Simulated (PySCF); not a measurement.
# C3H5F3O: the cost of one run

Computed with PySCF 2.14.0, with density-fitted response routines of our own, on a single molecule in the gas phase. Atoms are numbered from 0 throughout.

## Step 1: The molecule as given

12 atoms, charge 0, multiplicity 1; geometry from: PBE0-D3(BJ)/def2-SVP.

Bonds of the start (Å): F0–C1 1.36, C1–O2 1.38, O2–C3 1.38, C3–F4 1.37, C3–C5 1.51, C5–F6 1.36, C1–H7 1.10, C1–H8 1.10, C3–H9 1.10, C5–H10 1.10, C5–H11 1.10.

## Step 2: Core-electron binding energies: SCAN, X2C

Job settings and geometry (Å):

```
{"job": {"kind": "xps"}, "charge": 0, "multiplicity": 1}
F     -2.116662     0.702754    -0.909206
C     -1.653927     0.810930     0.366652
O     -0.274860     0.746468     0.392834
C      0.256097    -0.507099     0.182212
F      0.150591    -1.256139     1.327125
C      1.723436    -0.370472    -0.148944
F      1.869972     0.204540    -1.375357
H     -1.932308     1.795604     0.769219
H     -2.104471    -0.001573     0.963888
H     -0.288926    -1.038941    -0.617936
H      2.201364     0.256586     0.621900
H      2.185529    -1.370770    -0.145919
```

With the program's defaults for keys left out, this is: delta-SCF UKS SCAN, pcX-2 on the ionised atom, pcseg-1 elsewhere, spin-free X2C.

On the command line:

```
> OMP_NUM_THREADS=1 python probes_run.py task.json out
```

One launch serves the whole session: the jobs run in the order shown.

**Question.** How long does this first job take on 1 thread of Arm Neoverse V1, shared host, and how much memory does it need?

About 50 s, with a peak of 0.54 GiB.
